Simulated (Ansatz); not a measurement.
LiRe₃, space group Fm-3m, a comparison of functionals at one structure

With the Python package of Ansatz (0.2.0).

Run as a notebook:

**Cell 1**
```python
import ansatz as az
```

**Cell 2**
```python
crystal = (
    az.Lattice.from_parameters(4.317426, 4.317426, 4.317426, alpha=60.0, beta=60.0, gamma=60.0)
    .atom("Li", [0.0, 0.0, 0.0])
    .atom("Re", [0.75, 0.75, 0.75])
    .atom("Re", [0.25, 0.25, 0.25])
    .atom("Re", [0.5, 0.5, 0.5])
)
```

**Cell 3**
```python
model = (
    crystal.calculation()
    .pseudopotentials("paw")
    .kpoints(length=24)
    .occupations("Marzari-Vanderbilt", width=100 * az.meV)
)
```

**Cell 4**
```python
rows = []
for value in ["pbesol", "blyp", "pbe", "lda"]:
    r = model.functional(value).run(threads=1).report
    rows.append((value, r["free_energy_ev"] / len(r["lattice"]["sites"]), r["n_iterations"], r["n_kpoints"]))
```
Output:
```text
DeckWarning: basis.ecutwfc = 420 eV, auto-derived from the records' recommended cutoffs: set by Li (normal level)
```

**Cell 5**
```python
print("  functional   F/atom (eV)    iterations      k-points")
for row in rows:
    print(f"{str(row[0]):>12s}  {row[1]:12.5f}  {row[2]:12d}  {row[3]:12d}")
```
Output:
```text
  functional   F/atom (eV)    iterations      k-points
      pbesol   -8103.41111             6            20
        blyp   -8220.55697             7            20
         pbe   -8202.01212             6            20
         lda   -8005.88040             6            20
```

What to keep in mind:
- BLYP can be off by several per cent in the lattices of metals, and by several GPa in the pressure at a fixed cell.
- For a metal this k-point mesh is coarse: on a finer one energies can move by several to tens of meV an atom and pressures by half a GPa or more, differences at one mesh by less.
- Spin-orbit coupling, which matters for elements this heavy, is left out.
- This cell is a computed structure, which may not be the phase found in nature.
- Warnings are shown shortened and without file and line.
- Total energies of different functionals can't be compared; pressures, moments and gaps at this one structure can.
- Run time: 4.6 s on 1 thread of Arm Neoverse V2, on a shared host, peak memory 0.38 GiB.

(Lines on the test bed's own set-up are left out of the output.)
